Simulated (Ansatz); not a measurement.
# C₆H₁₆AlN: basis-set convergence

The task here is to estimate one member of a computed series from the others.

Method: one geometry, several basis sets; program: Ansatz 0.2.0, Gaussian basis.

Levels to be run: PBE0-D4/def2-SVP; ωB97M-V/def2-SVP; PBE0-D4/def2-QZVPP; ωB97M-V/def2-QZVPP; the functionals' def2-TZVPP values are taken from earlier runs.

### The geometry

All runs share one geometry, relaxed beforehand with PBE0-D4 in a triple-zeta def2 set.

SMILES `C[CH](C)[Al]([NH2])[CH](C)C`, 24 atoms, charge 0, spin multiplicity 1.

Atoms are counted from 1 here; the program's logs count them from 0.

Bond lengths: C1–C2 1.527 Å, C1–H9 1.098 Å, C1–H10 1.094 Å, C1–H11 1.095 Å, C2–C3 1.532 Å, C2–Al4 1.975 Å, C2–H12 1.100 Å, C3–H13 1.094 Å, C3–H14 1.096 Å, C3–H15 1.097 Å, Al4–N5 1.775 Å, Al4–C6 1.974 Å, N5–H16 1.007 Å, N5–H17 1.007 Å, C6–C7 1.532 Å, C6–C8 1.527 Å, C6–H18 1.099 Å, C7–H19 1.098 Å and more. Angles: C2–C1–H9 111.5°, C2–C1–H10 112.4°, C2–C1–H11 111.4°, H9–C1–H10 107.4°, H9–C1–H11 106.7°, H10–C1–H11 107.2°, C1–C2–C3 110.6°, C1–C2–Al4 113.0°, C1–C2–H12 108.0°, C3–C2–Al4 111.3°, C3–C2–H12 107.2°, Al4–C2–H12 106.4°, C2–C3–H13 112.5°, C2–C3–H14 111.5°, C2–C3–H15 111.3°, H13–C3–H14 107.3°, H13–C3–H15 107.2°, H14–C3–H15 106.6° and more.

As a file:

```xyz
24
C6H16AlN
C     2.0842    1.2662   -1.5165
C     1.4716    0.3227   -0.4843
C     2.2081    0.4371    0.8538
Al   -0.4726    0.5842   -0.2579
N    -1.1929    2.0669   -0.9174
C    -1.6669   -0.7224    0.6167
C    -2.2033   -1.7139   -0.4205
C    -1.0091   -1.4700    1.7747
H     3.1604    1.0875   -1.6367
H     1.6238    1.1611   -2.5030
H     1.9714    2.3135   -1.2161
H     1.6071   -0.7080   -0.8440
H     1.8345   -0.2706    1.5992
H     2.1120    1.4413    1.2810
H     3.2826    0.2477    0.7356
H    -0.6918    2.7710   -1.4347
H    -2.1629    2.3259   -0.8377
H    -2.5235   -0.1609    1.0142
H    -2.8909   -2.4375    0.0361
H    -1.3954   -2.2969   -0.8773
H    -2.7453   -1.2182   -1.2316
H    -0.1256   -2.0262    1.4434
H    -0.6860   -0.7989    2.5760
H    -1.6946   -2.2022    2.2203
```

Set-up of the first run:

The input, in.yaml:

```yaml
crystal:
  periodic: [false, false, false]
  atoms:
    - {symbol: C, position_ang: [2.084217, 1.266211, -1.516537]}
    - {symbol: C, position_ang: [1.471574, 0.322655, -0.484256]}
    - {symbol: C, position_ang: [2.208057, 0.437061, 0.853764]}
    - {symbol: Al, position_ang: [-0.472577, 0.584245, -0.257866]}
    - {symbol: N, position_ang: [-1.192948, 2.066871, -0.917422]}
    - {symbol: C, position_ang: [-1.666871, -0.722425, 0.616678]}
    - {symbol: C, position_ang: [-2.203336, -1.713852, -0.420482]}
    - {symbol: C, position_ang: [-1.009065, -1.469958, 1.774696]}
    - {symbol: H, position_ang: [3.160408, 1.087540, -1.636747]}
    - {symbol: H, position_ang: [1.623825, 1.161140, -2.503025]}
    - {symbol: H, position_ang: [1.971361, 2.313538, -1.216072]}
    - {symbol: H, position_ang: [1.607118, -0.707980, -0.843954]}
    - {symbol: H, position_ang: [1.834511, -0.270634, 1.599205]}
    - {symbol: H, position_ang: [2.112042, 1.441343, 1.280974]}
    - {symbol: H, position_ang: [3.282580, 0.247661, 0.735552]}
    - {symbol: H, position_ang: [-0.691824, 2.771047, -1.434707]}
    - {symbol: H, position_ang: [-2.162941, 2.325938, -0.837683]}
    - {symbol: H, position_ang: [-2.523494, -0.160880, 1.014193]}
    - {symbol: H, position_ang: [-2.890858, -2.437508, 0.036146]}
    - {symbol: H, position_ang: [-1.395392, -2.296899, -0.877281]}
    - {symbol: H, position_ang: [-2.745279, -1.218217, -1.231577]}
    - {symbol: H, position_ang: [-0.125551, -2.026166, 1.443381]}
    - {symbol: H, position_ang: [-0.685965, -0.798903, 2.575984]}
    - {symbol: H, position_ang: [-1.694589, -2.202228, 2.220337]}
basis:
  gaussian: {orbitals: def2-SVP}
hamiltonian: {xc: pbe0, dispersion: d4}
output: {orbitals: {seedname: orbitals}}
```

Run with:

```console
$ ansatz run in.yaml --threads 4 --pin off --events-out ev --progress --plain --max-ram 66560MiB --backend cpu
```

Steps of the session up to this table: PBE0-D4 in def2-SVP; ωB97M-V in def2-SVP; PBE0-D4 in def2-QZVPP; ωB97M-V in def2-QZVPP.

One table of the session follows, with a row left open; its other results are not shown here.

It belongs to the step «Density functionals: the series». 

| functional | basis | HOMO (eV) | LUMO (eV) |
| --- | --- | --- | --- |
| PBE0-D4 | def2-SVP | ? | ? |
| PBE0-D4 | def2-TZVPP | -6.54 | 0.13 |
| PBE0-D4 | def2-QZVPP | -6.56 | -0.03 |
| ωB97M-V | def2-SVP | -8.68 | 2.01 |
| ωB97M-V | def2-TZVPP | -8.73 | 1.63 |
| ωB97M-V | def2-QZVPP | -8.74 | 1.04 |

Estimate the missing values for PBE0-D4, def2-SVP.

**Answer.** HOMO (eV): -6.49; LUMO (eV): 0.34. In the column «HOMO (eV)» it is the highest.
